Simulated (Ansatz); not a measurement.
**NiO2: a relaxation**

The task: find the equilibrium cell of NiO2.

Computed with Ansatz 0.2.0 (DFT r2SCAN, scalar-relativistic, plane waves, PAW, unless a step's input says otherwise).

## (1) Starting point

It takes space group P6_3/mmc (No. 194, hexagonal). The conventional cell has a = 2.912 Å, b = 2.912 Å, c = 10.555 Å, α = 90.00°, β = 90.00°, γ = 120.00°. Around Ni (site symmetry -3m) lie 6 O at 1.93 Å. Around O (site symmetry 3m) lie 3 Ni at 1.93 Å.

As a file:

```xyz
6
Lattice="2.9122 0.0000 0.0000 -1.4561 2.5220 0.0000 0.0000 0.0000 10.5553" Properties=species:S:1:pos:R:3 pbc="T T T"
Ni    0.0000    0.0000    0.0000
Ni    0.0000    0.0000    5.2776
O     1.4561    0.8407    0.9403
O     1.4561    0.8407    4.3374
O     0.0000    1.6813    9.6150
O     0.0000    1.6813    6.2179
```

Source of the structure: the Materials Project (structure only).

(A quick probe on a coarse mesh, which set the mesh and smearing, is not shown.)

## (3) A loose first relaxation

Input file input.yaml:

```yaml
crystal:
  lattice:
    - [2.9121517351, 0.0, 0.0]
    - [-1.4560758676, 2.5219973823, 0.0]
    - [0.0, 0.0, 10.55527]
  atoms:
    - { symbol: Ni, position: [0.0, 0.0, 0.0] }
    - { symbol: Ni, position: [0.0, 0.0, 0.5] }
    - { symbol: O, position: [0.66666667, 0.33333333, 0.089079] }
    - { symbol: O, position: [0.66666667, 0.33333333, 0.410921] }
    - { symbol: O, position: [0.33333333, 0.66666667, 0.910921] }
    - { symbol: O, position: [0.33333333, 0.66666667, 0.589079] }
basis:
  ecutwfc: 500
kpoints:
  mp_grid: { grid: [6, 6, 2] }
hamiltonian:
  xc: r2scan
scf:
  occupations: { method: gaussian, width: 0.1 }
output:
  forces: true
  stress: true
  eigenvalues: true
relax:
  adjacent_minimum: "off"
  f_tol: 0.05
  max_steps: 80
  cell: { stress_tol: 0.5 }
```

On the command line:

```sh
$ ansatz run input.yaml --threads 1 --pin off --max-ram 2560MiB --backend cpu --events-out ev --progress --plain --runs-dir out
```

The session goes on with these runs: full relaxation.

What does the calculation give? Wanted: relaxed cell; volume; formation energy; gap on the mesh.

**Answer**, as computed:

```
                                                               quantity                                                                        value
                                                           relaxed cell  a = 2.773 Å, b = 2.773 Å, c = 10.270 Å, α = 90.00°, β = 90.00°, γ = 120.00°
                                                   space group (0.01 Å)                                                           P6_3/mmc (No. 194)
                                                                 volume                                                                11.40 Å³/atom
formation energy (elements from runs with the same settings, not shown)                                                                -0.88 eV/atom
                                                        gap on the mesh                                                                      1.63 eV
```

**Reading.** The cell shrank by 11.7 % in volume on relaxing. Layers here are held mostly by dispersion, which this level lacks, so their spacing and the stiffness across them are unreliable there.

These are semilocal Kohn-Sham gaps, which aren't the measured quantity. Such gaps usually fall short of the measured ones.
